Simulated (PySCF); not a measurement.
**Ge₂H₇NSe: geometry, electronic excitations**

Wanted: the electronic excitations of Ge₂H₇NSe (`[NH2][GeH2][Se][GeH3]`), by calculation.

Computed with PySCF 2.14.0, with density-fitted response routines of our own, on a single molecule in the gas phase. Atoms are numbered from 0 throughout.

## 1. The starting structure

11 atoms, charge 0, multiplicity 1; geometry from: GFN2-xTB. The atoms were then displaced at random by about 0.01 Å, so the start is not that level's minimum.

Bonds of the start (Å): N0–Ge1 1.79, Ge1–Se2 2.33, Se2–Ge3 2.36, N0–H4 1.04, N0–H5 1.02, Ge1–H6 1.51, Ge1–H7 1.51, Ge3–H8 1.46, Ge3–H9 1.51, Ge3–H10 1.52.

## 2. Optimising the geometry at PBE0-D3(BJ)/def2-SVP

What the job is given:

```
{"job": {"xc": "PBE0", "basis": "def2-SVP", "d3": "d3bj", "grid": 1, "shake": 0.01, "kind": "geom"}, "charge": 0, "multiplicity": 1}
N     -1.691100     0.350140     0.373920
Ge    -1.017820    -1.018650    -0.566440
Se     0.577020    -0.144170    -2.023310
Ge     2.032840     0.662100    -0.351560
H     -1.997650     1.175690    -0.181040
H     -2.455800     0.158480     1.017820
H     -1.983910    -1.807450    -1.418180
H     -0.412940    -1.922180     0.482540
H      3.222220     1.197420    -1.013360
H      2.405750    -0.435410     0.609880
H      1.359490     1.758190     0.462260
```

The run is started by

```console
$ OMP_NUM_THREADS=1 python probes_run.py task.json out
```

The driver reads the jobs from task.json and runs them one after another.

**Question.** This job is followed by: TDDFT PBE0/aug-cc-pVDZ, vertical, gas phase, core orbitals frozen in the response; TDDFT PBE0/def2-TZVPD, vertical, gas phase, core orbitals frozen in the response. What will the session give for the following? point group; rotational constants (main isotopes); lowest singlet (PBE0/aug-cc-pVDZ); brightest single state of those computed; lowest triplet; range of the lowest singlet.

**Answer**, as computed:

| quantity | value |
| --- | --- |
| point group | C1 |
| rotational constants (main isotopes) | 2.29, 0.99, 0.74 GHz |
| lowest singlet (PBE0/aug-cc-pVDZ) | 4.90 eV (253 nm), f = 0.004 |
| brightest single state of those computed | state 7, 6.27 eV, f = 0.058 |
| lowest triplet | 4.54 eV |
| range of the lowest singlet | 4.90 to 4.98 eV |

What this shows: Relaxing lowered the energy by 0.197 eV in 13 steps; the close pair that moved most is Ge3–H8, from 1.463 to 1.541 Å. No frequency check was run at this level, so the end point may be a saddle. The first singlet state (HOMO→LUMO 0.76, HOMO→LUMO+1 0.19) lies at 4.90 eV and is weak; of the 10 states computed, the strongest absorption comes from state 7 at 6.27 eV. The lowest triplet lies 0.36 eV below the lowest singlet (triplets in Tamm-Dancoff, singlets in full TDDFT). The lowest singlet runs from 4.90 eV (PBE0/aug-cc-pVDZ) to 4.98 eV (PBE0/def2-TZVPD), while the orbital gap spans 6.13 to 6.29 eV. The lowest state need not be the same one in every run.
